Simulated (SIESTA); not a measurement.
# CsLiCr2Te2S3 (P3m1) in SIESTA: a series of runs

One crystal, CsLiCr2Te2S3, is run at these levels: PBE; tasks: single point.

All numbers are computed with SIESTA 5.4.2; they aren't measurements. Logs are shortened: lines on timing, memory, paths and dates and some standing lists are left out, and cuts for length are marked.

## 1. The structure

Symmetry: P3m1, No. 156, trigonal system. Conventional cell: a = 3.604 Å, b = 3.604 Å, c = 19.067 Å, α = 90.00°, β = 90.00°, γ = 120.00°. Cs (site symmetry 3m) is surrounded by 3 S at 3.38 Å and 6 Cs at 3.60 Å and 3 Te at 3.77 Å. Li (site symmetry 3m) is surrounded by 6 S at 2.63 to 2.66 Å. Around Cr (site symmetry 3m) lie 3 S at 2.40 Å and 3 Te at 2.74 Å. Cr (site symmetry 3m) is surrounded by 6 S at 2.43 to 2.45 Å. Te (site symmetry 3m) is surrounded by 6 Te at 3.60 Å and 3 Cs at 3.77 Å. Te (site symmetry 3m) has 3 Cr at 2.74 Å as nearest neighbours. Around S (site symmetry 3m) lie 3 Cr at 2.45 Å and 3 Li at 2.63 Å. Around S (site symmetry 3m) lie 3 Cr at 2.40 Å and 3 Li at 2.66 Å.

The cell was built by a generator and needn't be a form met in nature.

## 2. Single point, PBE, collinear spin, fm_larger start

CsLiCr2Te2S3.fdf reads:

```
SystemName                      CsLiCr2Te2S3
SystemLabel                     CsLiCr2Te2S3
NumberOfSpecies                 5
NumberOfAtoms                   9
%block ChemicalSpeciesLabel
  1  55 Cs
  2   3 Li
  3  24 Cr
  4  52 Te
  5  16 S
%endblock ChemicalSpeciesLabel

LatticeConstant                 1.0 Ang
%block LatticeVectors
     3.6035800000     0.0000000000     0.0000000000
    -1.8017900000     3.1207900000     0.0000000000
     0.0000000000     0.0000000000    19.0665100000
%endblock LatticeVectors
AtomicCoordinatesFormat         Fractional
%block AtomicCoordinatesAndAtomicSpecies
     0.0000000000     0.0000000000     0.3739900000  1  Cs
     0.6666700000     0.3333300000     0.0160700000  2  Li
     0.0000000000     0.0000000000     0.8663700000  3  Cr
     0.3333300000     0.6666700000     0.1683300000  3  Cr
     0.3333300000     0.6666700000     0.5389100000  4  Te
     0.6666700000     0.3333300000     0.7727600000  4  Te
     0.0000000000     0.0000000000     0.1003000000  5  S
     0.3333300000     0.6666700000     0.9292000000  5  S
     0.6666700000     0.3333300000     0.2340800000  5  S
%endblock AtomicCoordinatesAndAtomicSpecies

%block kgrid.MonkhorstPack
    9   0   0  0.0
    0   9   0  0.0
    0   0   2  0.0
%endblock kgrid.MonkhorstPack
XC.Functional                   GGA
XC.Authors                      PBE
PAO.BasisSize                   DZP
PAO.EnergyShift                 0.003 Ry
Mesh.Cutoff                     800 Ry
Spin                            polarized
%block DM.InitSpin
    1   0.000
    2   0.000
    3   4.500
    4   4.500
    5   0.000
    6   0.000
    7   0.000
    8   0.000
    9   0.000
%endblock DM.InitSpin
OccupationFunction              FD
ElectronicTemperature           0.05 eV
MaxSCFIterations                200
SCF.MustConverge                false
SCF.Mixer.Method                Pulay
SCF.Mixer.Weight                0.1
SCF.Mixer.History               10
SCF.DM.Tolerance                5.0e-05
SCF.H.Tolerance                 1.0e-03 eV
WriteForces                     true
Charge.Mulliken                 end
%block PAO.PolarizationScheme
  Li non-perturbative
%endblock PAO.PolarizationScheme
%block PAO.Basis
  Cs 5
  n=5 0 2
    4.696 0.000
  n=6 0 2
    9.500 0.000
  n=5 1 2
    5.738 0.000
  n=6 1 1
    9.500
  n=5 2 1
    7.000
  Li 3
  n=1 0 2
    2.782 0.000
  n=2 0 2
    9.500 0.000
  n=2 1 1
    9.500
  Cr 5
  n=3 0 2
    2.885 0.000
  n=4 0 2
    8.703 0.000
  n=3 1 2
    3.267 0.000
  n=4 1 1
    8.703
  n=3 2 2
    6.381 0.000
  Te 4
  n=5 0 2
    5.635 0.000
  n=5 1 2
    7.297 0.000
  n=4 2 2
    3.260 0.000
  n=5 2 1
    7.297
%endblock PAO.Basis
Diag.ParallelOverK              true
```

Potentials or basis: PseudoDojo 0.4 standard (PBE files), DZP (energy shift 0.003 Ry; two zetas on semicore shells; d shell added on Cs).

The run is started by

```console
$ mpirun -n 4 siesta CsLiCr2Te2S3.fdf > CsLiCr2Te2S3.out 2>&1
```

CsLiCr2Te2S3.out:

```text
Version         : 5.4.2

[... 6 lines left out ...]
 NOTE: Please see the manual for full details and compatibility measures.

reinit: Reading from file CsLiCr2Te2S3.fdf

reinit: -----------------------------------------------------------------------
reinit: System Name: CsLiCr2Te2S3
reinit: -----------------------------------------------------------------------
reinit: System Label: CsLiCr2Te2S3
reinit: -----------------------------------------------------------------------

NOTE on units for spin output:
{S} is the spin magnetic moment, in units of the Bohr magneton,
assuming a g-factor for the electron spin of exactly 2.
The spin magnetic moment is then numerically equal to the charge inbalance,
in units of electrons, between the spin-up and -down channels.

initatom: Reading input for the pseudopotentials and atomic orbitals ----------
Species number:   1 Atomic number:   55 Label: Cs
Species number:   2 Atomic number:    3 Label: Li
Species number:   3 Atomic number:   24 Label: Cr
Species number:   4 Atomic number:   52 Label: Te
Species number:   5 Atomic number:   16 Label: S

Ground state valence configuration (from tables):   6s01  6p00  5d00  4f00
Ground state valence configuration (from tables):   2s01  2p00  3d00  4f00
Ground state valence configuration (from tables):   4s01  4p00  3d05  4f00
Ground state valence configuration (from tables):   5s02  5p04  5d00  4f00
Ground state valence configuration (from tables):   3s02  3p04  3d00  4f00

---- Processing specs for species: Cs
Reading pseudopotential information in PSML from:
  Cs.psml
PSML file version: 1.1
Using libxc ids:  101 130
GGA--PBE XC_GGA_X_PBE--XC_GGA_C_PBE pb
Semicore shell(s) with  8 electrons included in the valence for Cs

---- Processing specs for species: Li
Reading pseudopotential information in PSML from:
  Li.psml
PSML file version: 1.1
Using libxc ids:  101 130
GGA--PBE XC_GGA_X_PBE--XC_GGA_C_PBE pb
Semicore shell(s) with  2 electrons included in the valence for Li

---- Processing specs for species: Cr
Reading pseudopotential information in PSML from:
  Cr.psml
PSML file version: 1.1
Using libxc ids:  101 130
GGA--PBE XC_GGA_X_PBE--XC_GGA_C_PBE pb
Semicore shell(s) with  8 electrons included in the valence for Cr

---- Processing specs for species: Te
Reading pseudopotential information in PSML from:
  Te.psml
PSML file version: 1.1
Using libxc ids:  101 130
GGA--PBE XC_GGA_X_PBE--XC_GGA_C_PBE pb
Semicore shell(s) with 10 electrons included in the valence for Te

---- Processing specs for species: S
Reading pseudopotential information in PSML from:
  S.psml
PSML file version: 1.1
Using libxc ids:  101 130
GGA--PBE XC_GGA_X_PBE--XC_GGA_C_PBE pb
Using non-perturbative polarization scheme for Li

---- Pseudopotential check for Cs
[... 1311 lines left out ...]
               5pz     5px     6py     6pz     6px     5dxy    5dyz    5dz2
               5dxz    5dx2-y2
   1  4.248   0.921   0.028   0.039   0.024   0.926   0.930   0.926   0.028
              0.046   0.028   0.045   0.028   0.045   0.034   0.066   0.033

              0.066   0.034

Species: Li
Atom  Qatom  Qorb
               1s      1s      2s      2s      2py     2pz     2px
   2  1.365   0.997   0.009  -0.106   0.137   0.114   0.099   0.114

Species: Cr
Atom  Qatom  Qorb
               3s      3s      4s      4s      3py     3pz     3px     3py
               3pz     3px     4py     4pz     4px     3dxy    3dyz    3dz2
               3dxz    3dx2-y2 3dxy    3dyz    3dz2    3dxz    3dx2-y2
   3  8.418   0.960   0.034  -0.011   0.148   0.955   0.957   0.955   0.048
              0.047   0.048   0.122   0.156   0.122   0.701   0.614   0.818

              0.614   0.701   0.101   0.056   0.116   0.056   0.101
   4  8.436   0.958   0.035   0.104   0.075   0.953   0.955   0.953   0.052
              0.050   0.052   0.126   0.170   0.126   0.638   0.512   0.771

              0.512   0.638   0.154   0.130   0.188   0.130   0.154

Species: Te
Atom  Qatom  Qorb
               5s      5s      5py     5pz     5px     5py     5pz     5px
               4dxy    4dyz    4dz2    4dxz    4dx2-y2 4dxy    4dyz    4dz2
               4dxz    4dx2-y2 5dxy    5dyz    5dz2    5dxz    5dx2-y2
   5  8.108   0.928   0.027   0.589   0.893   0.589  -0.005  -0.036  -0.005
              0.986   0.985   0.983   0.985   0.986   0.017   0.016   0.018

              0.016   0.017   0.035   0.013   0.024   0.013   0.035
   6  7.846   0.852   0.047   0.598   0.676   0.598  -0.026   0.000  -0.026
              0.983   0.984   0.984   0.984   0.983   0.019   0.017   0.018

              0.017   0.019   0.028   0.021   0.021   0.021   0.028

Species: S
Atom  Qatom  Qorb
               3s      3s      3py     3pz     3px     3py     3pz     3px
               3Pdxy   3Pdyz   3Pdz2   3Pdxz   3Pdx2-y2
   7  3.132   0.875   0.014   0.741   0.767   0.741  -0.025  -0.026  -0.025
              0.015   0.012   0.016   0.012   0.015
   8  3.120   0.879   0.013   0.709   0.750   0.709  -0.008  -0.012  -0.008
              0.020   0.015   0.019   0.015   0.020
   9  3.151   0.884   0.012   0.712   0.892   0.712  -0.013  -0.116  -0.013
              0.018   0.014   0.019   0.014   0.018

mulliken: Qtot =       47.825

mulliken: Spin DOWN

Species: Cs
Atom  Qatom  Qorb
               5s      5s      6s      6s      5py     5pz     5px     5py
               5pz     5px     6py     6pz     6px     5dxy    5dyz    5dz2
               5dxz    5dx2-y2
   1  4.264   0.921   0.028   0.042   0.024   0.926   0.930   0.926   0.028
              0.047   0.028   0.047   0.037   0.047   0.032   0.068   0.035

              0.068   0.032

Species: Li
Atom  Qatom  Qorb
               1s      1s      2s      2s      2py     2pz     2px
   2  1.427   0.997   0.010  -0.105   0.155   0.124   0.122   0.124

Species: Cr
Atom  Qatom  Qorb
               3s      3s      4s      4s      3py     3pz     3px     3py
               3pz     3px     4py     4pz     4px     3dxy    3dyz    3dz2
               3dxz    3dx2-y2 3dxy    3dyz    3dz2    3dxz    3dx2-y2
   3  5.218   0.959   0.029  -0.068   0.137   0.956   0.959   0.956   0.047
              0.045   0.047   0.087   0.104   0.087   0.146   0.273   0.093

              0.273   0.146  -0.003  -0.021  -0.009  -0.021  -0.003
   4  5.140   0.960   0.031   0.047   0.061   0.954   0.957   0.954   0.049
              0.048   0.049   0.094   0.121   0.094   0.133   0.181   0.056

              0.181   0.133   0.005   0.012   0.004   0.012   0.005

Species: Te
Atom  Qatom  Qorb
               5s      5s      5py     5pz     5px     5py     5pz     5px
               4dxy    4dyz    4dz2    4dxz    4dx2-y2 4dxy    4dyz    4dz2
               4dxz    4dx2-y2 5dxy    5dyz    5dz2    5dxz    5dx2-y2
   5  8.116   0.928   0.027   0.591   0.896   0.591  -0.005  -0.035  -0.005
              0.986   0.985   0.983   0.985   0.986   0.017   0.016   0.018

              0.016   0.017   0.035   0.013   0.024   0.013   0.035
   6  8.234   0.869   0.042   0.738   0.781   0.738  -0.040   0.000  -0.040
              0.986   0.987   0.987   0.987   0.986   0.016   0.014   0.016

              0.014   0.016   0.035   0.022   0.024   0.022   0.035

Species: S
Atom  Qatom  Qorb
               3s      3s      3py     3pz     3px     3py     3pz     3px
               3Pdxy   3Pdyz   3Pdz2   3Pdxz   3Pdx2-y2
   7  3.245   0.897   0.007   0.782   0.791   0.782  -0.019  -0.017  -0.019
              0.008   0.008   0.008   0.008   0.008
   8  3.239   0.905   0.005   0.759   0.758   0.759   0.002   0.004   0.002
              0.009   0.008   0.009   0.008   0.009
   9  3.293   0.905   0.006   0.781   0.913   0.781  -0.015  -0.107  -0.015
              0.009   0.009   0.009   0.009   0.009

mulliken: Qtot =       42.175

Mulliken Atomic Populations:
Atom #   charge [q] valence [e]      Sz [e]  Species
     1     0.487864    8.512136   -0.016254  Cs
     2     0.207898    2.792102   -0.062551  Li
     3     0.364604   13.635396    3.199921  Cr
     4     0.424095   13.575905    3.296894  Cr
     5    -0.224133   16.224133   -0.007964  Te
     6    -0.079789   16.079789   -0.388170  Te
     7    -0.377000    6.377000   -0.112162  S
     8    -0.359101    6.359101   -0.118504  S
     9    -0.444440    6.444440   -0.141806  S
 Total    -0.000000                5.649405

Job completed
```

Run time: 3.4 min. Hardware: 4 MPI ranks of Intel Xeon Platinum 8259CL at 2.50GHz (Skylake/Cascade Lake), shared host; peak memory 0.52 GiB.

What came out:

```
Free energy            : -12287.4321 eV
Pressure               : 0.6 GPa
Largest force          : 0.218 eV/Å
Band gap on the k mesh : none (metal or under the smearing width)
Net moment             : 5.65 μB per cell
Site moments           : Cs -0.02; Li -0.06; Cr +3.20, +3.30; Te -0.01, -0.39; S -0.11, -0.12, -0.14 μB
```

Forces on the atoms (eV/Å):
```
Cs   0.000  0.000  0.043
Li   0.000  0.000  0.013
Cr   0.000  0.000  0.115
Cr   0.000  0.000 -0.004
Te   0.000  0.000  0.014
Te   0.000  0.000 -0.218
S    0.000  0.000 -0.097
S    0.000  0.000  0.072
S    0.000  0.000  0.062
```

Stress tensor (GPa, compression positive):
```
0.78 0.00 0.00
0.00 0.77 0.00
0.00 0.00 0.28
```

Caveat: the basis of atomic orbitals isn't converged, which shifts pressures, moduli and gaps. The run has no spin-orbit coupling, so splittings on Cs, Te are missing.

## 3. Single point, PBE, collinear spin, antiferromagnetic start

CsLiCr2Te2S3.fdf, as its differences from that of step 2:

```diff
@@ -45,4 +45,4 @@
     2   0.000
-    3   4.500
-    4   4.500
+    3   3.000
+    4  -3.000
     5   0.000
```

Potentials or basis: PseudoDojo 0.4 standard (PBE files), DZP (energy shift 0.003 Ry; two zetas on semicore shells; d shell added on Cs).

The run is started by

```console
$ mpirun -n 4 siesta CsLiCr2Te2S3.fdf > CsLiCr2Te2S3.out 2>&1
```

It took 3.3 min on 4 MPI ranks of Intel Xeon Platinum 8259CL at 2.50GHz (Skylake/Cascade Lake), shared host; peak memory 0.52 GiB.

Results (log left out):

```yaml
Free_energy: -12287.4296 eV
Pressure: 0.6 GPa
Largest_force: 0.225 eV/Å
Band_gap_on_the_k_mesh: none (metal or under the smearing width)
Net_moment: -0.34 μB per cell
Site_moments: Cs +0.02; Li -0.00; Cr +3.20, -3.29; Te +0.01, -0.39; S +0.10, -0.12, +0.14 μB
```

Forces on the atoms (eV/Å):
```
Cs   0.000  0.000  0.033
Li   0.000  0.000  0.022
Cr   0.000  0.000  0.131
Cr   0.000  0.000  0.002
Te   0.000  0.000  0.019
Te   0.000  0.000 -0.225
S    0.000  0.000 -0.101
S    0.000  0.000  0.059
S    0.000  0.000  0.060
```

Stress tensor (GPa, compression positive):
```
0.77 0.00 0.00
0.00 0.77 0.00
0.00 0.00 0.27
```

Caveat: the basis of atomic orbitals isn't converged, which shifts pressures, moduli and gaps. With open d or f shells a metallic result of PBE can be an artefact of self-interaction; +U or a hybrid may open a gap.

[end of part 1 of 2]
